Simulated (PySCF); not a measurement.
Molecule: OAlClH2, in a box.

```
O Al Cl H
1.0
    13.00000    0.00000    0.00000
     0.00000   13.00000    0.00000
     0.00000    0.00000   11.00000
O Al Cl H
1 1 1 2
Direct
  0.43045 0.54093 0.45663
  0.54900 0.52662 0.51590
  0.60161 0.37968 0.56365
  0.38358 0.48555 0.44253
  0.61842 0.62355 0.53450
```

Base run:

```yaml
Program: PySCF 2.14.0
Functional: PBEsol
Dispersion: D3(BJ)
Potentials_or_basis: 6-31g* (all-electron)
k_mesh: 1 × 1 × 1
Occupations: fixed
Spin: no spin polarisation
```

Its results: gap between the frontier levels 6.14 eV.

**Question.** After a change of settings the same cell gave: gap between the frontier levels 7.60 eV. Which change was it?
A. functional from PBEsol to TPSS
B. functional from PBEsol to HSE06
C. functional from PBEsol to PBE; dispersion from D3(BJ) to none
D. functional from PBEsol to LDA; dispersion from D3(BJ) to none

**Answer.** B.

HSE06 gives the wider gap, since exact exchange removes part of the self-interaction.

Caveats: this is a molecule in a periodic box at the Γ point, so its band gap is the HOMO-LUMO gap; the basis of atomic orbitals isn't converged, which shifts pressures, moduli and gaps; this program's HSE differs a little from the usual definition (some runs).
